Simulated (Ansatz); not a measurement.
**SnO2: energy and pressure over a range of volumes**

One table from this session's results is given with a row withheld; the runs are named, their logs left out.

Method: DFT LDA, scalar-relativistic, in Ansatz 0.2.0.

## The system as given

Symmetry: P4_2/mnm, No. 136, tetragonal system. Conventional cell: a = 4.737 Å, b = 4.737 Å, c = 3.186 Å, α = 90.00°, β = 90.00°, γ = 90.00°. Sn (site symmetry mmm) is surrounded by 6 O at 2.05 to 2.06 Å. O (site symmetry m2m) is surrounded by 3 Sn at 2.05 to 2.06 Å.

As a file:

```xyz
6
Lattice="4.7373 0.0000 0.0000 0.0000 4.7373 0.0000 0.0000 0.0000 3.1864" Properties=species:S:1:pos:R:3 pbc="T T T"
Sn    0.0000    0.0000    0.0000
Sn    2.3687    2.3687    1.5932
O     1.4478    1.4478    0.0000
O     0.9208    3.8165    1.5932
O     3.2895    3.2895    0.0000
O     3.8165    0.9208    1.5932
```

Atoms are numbered in the order of the input: Sn1, Sn2, O3, O4, O5, O6.

The first run:

The input, input.yaml:

```yaml
crystal:
  lattice:
    - [4.6406422521, 0.0, 0.0]
    - [0.0, 4.6406422521, 0.0]
    - [0.0, 0.0, 3.1213531768]
  atoms:
    - { symbol: Sn, position: [0.0, 0.0, 0.0] }
    - { symbol: Sn, position: [0.5, 0.5, 0.5] }
    - { symbol: O, position: [0.30562, 0.30562, 0.0] }
    - { symbol: O, position: [0.19438, 0.80562, 0.5] }
    - { symbol: O, position: [0.69438, 0.69438, 0.0] }
    - { symbol: O, position: [0.80562, 0.19438, 0.5] }
kpoints:
  mp_grid: { grid: [4, 4, 6] }
  band_path:
    path:
      - [0.0, 0.0, 0.0]
      - [0.0, 0.5, 0.0]
      - [0.5, 0.5, 0.0]
      - [0.0, 0.0, 0.0]
      - [0.0, 0.0, 0.5]
      - [0.0, 0.5, 0.5]
      - [0.5, 0.5, 0.5]
      - [0.0, 0.0, 0.5]
      - [0.0, 0.5, 0.0]
    npoints: 5
scf:
  occupations: { method: fermi_dirac, width: 0.03 }
hamiltonian:
  xc: lda
  pseudopotentials: { kind: all_electron, lapw: { basis_error: 0.001 } }
output:
  forces: true
  stress: true
  eigenvalues: true
```

The run is started by

```bash
> ansatz run input.yaml --threads 2 --pin off --max-ram 8192MiB --backend cpu --events-out ev --progress --plain --runs-dir out
```

Steps of the session up to this table: Volume × 0.94, LAPW; Volume × 0.94, PAW; Volume × 0.94, crystal datasets; Volume × 0.98, LAPW; Volume × 0.98, PAW; Volume × 0.98, crystal datasets; Volume × 1.01, LAPW; Volume × 1.01, PAW; Volume × 1.01, crystal datasets; Volume × 1.04, LAPW; Volume × 1.04, PAW; Volume × 1.04, crystal datasets.

One table of the session follows, with a row left open; its other results are not shown here.

```
          method  volume (Å³/atom)  gap on the k mesh (eV)  largest force (eV/Å)
            LAPW            11.203                    1.86                 0.155
            LAPW            11.680                    1.35                 0.002
            LAPW            12.038                    0.99                 0.104
            LAPW            12.395                    0.66                 0.195
             PAW            11.203                    1.86                 0.155
             PAW            11.680                    1.35                 0.000
             PAW            12.038                       ?                     ?
             PAW            12.395                    0.66                 0.194
crystal datasets            11.203                    1.86                 0.155
crystal datasets            11.680                    1.35                 0.002
crystal datasets            12.038                    0.99                 0.104
crystal datasets            12.395                    0.66                 0.195
```

Q: Estimate the row for PAW, 12.038 from the others.

The run gave: gap on the k mesh (eV): 0.99; largest force (eV/Å): 0.102.

Limits of these values: Shape and positions are held, so a fully relaxed modulus can be lower. These are semilocal Kohn-Sham gaps, which aren't the measured quantity. Warnings in the runs' records: gradients without spin orbit, crystal datasets made.
